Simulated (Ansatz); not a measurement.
**InPd: a tetragonal deformation path**

The task here is to estimate one member of a computed series from the others.

Computed with Ansatz 0.2.0 (DFT LDA, scalar-relativistic, plane waves, PAW, unless a step's input says otherwise).

## The structure to begin with

It takes space group Pm-3m (No. 221, cubic). The conventional cell has a = 3.272 Å, b = 3.272 Å, c = 3.272 Å, α = 90.00°, β = 90.00°, γ = 90.00°. In (site symmetry m-3m) has 8 Pd at 2.83 Å as nearest neighbours. Around Pd (site symmetry m-3m) lie 8 In at 2.83 Å.

Coordinates:

```cif
data_structure
_symmetry_space_group_name_H-M 'P 1'
_symmetry_Int_Tables_number 1
_cell_length_a 3.2719
_cell_length_b 3.2719
_cell_length_c 3.2719
_cell_angle_alpha 90.000
_cell_angle_beta 90.000
_cell_angle_gamma 90.000
_cell_volume 35.03
loop_
_atom_site_label
_atom_site_type_symbol
_atom_site_fract_x
_atom_site_fract_y
_atom_site_fract_z
_atom_site_occupancy
In1 In 0.00000 0.00000 0.00000 1
Pd1 Pd 0.50000 0.50000 0.50000 1
```

It goes back to an entry of the Materials Project, which need not be the stable form.

No relaxation comes first: the listed cell is the starting point.

The first run:

Input file input.yaml:

```yaml
crystal:
  lattice:
    - [3.27188478, 0.0, 0.0]
    - [0.0, 3.27188478, 0.0]
    - [0.0, 0.0, 3.27188478]
  atoms:
    - { symbol: In, position: [0.0, 0.0, 0.0] }
    - { symbol: Pd, position: [0.5, 0.5, 0.5] }
basis:
  ecutwfc: 420
kpoints:
  mp_grid: { grid: [16, 16, 16] }
hamiltonian:
  xc: lda
scf:
  occupations: { method: gaussian, width: 0.15 }
output:
  forces: true
  stress: true
  eigenvalues: true
```

Steps of the session up to this table: Zero of the scan; ρ = 0.707; ρ = 1.414; At ρ = 0.850; Point ρ = 1.200; Point ρ = 0.780; Point ρ = 1.300; At ρ = 0.920.

One table of the session follows, with a row left open; its other results are not shown here.

| ρ | ΔE (meV/atom) | pressure (GPa) |
| --- | --- | --- |
| 0.707 | 316.8 | 1.9 |
| 0.780 | 112.1 | -4.0 |
| 0.850 | 37.6 | -6.0 |
| 0.920 | 8.8 | -6.7 |
| 1.000 | 0.0 | -6.9 |
| 1.200 | ? | ? |
| 1.300 | 60.5 | -6.7 |
| 1.414 | 111.8 | -6.2 |

**Question.** Estimate the row for ρ = 1.200.

Worked estimate for «ΔE (meV/atom)». A straight line through the neighbours (1.000, 0.0) and (1.300, 60.5) gives 0.0 + (60.5 − 0.0) × (1.200 − 1.000) / (1.300 − 1.000) = 40.3; a parabola fitted to 4 rows on both sides gives 26.4.

**Answer.** ΔE (meV/atom): 28.9; pressure (GPa): -6.8. In «ΔE (meV/atom)» the line misses by +11.4 and the parabola by -2.5.
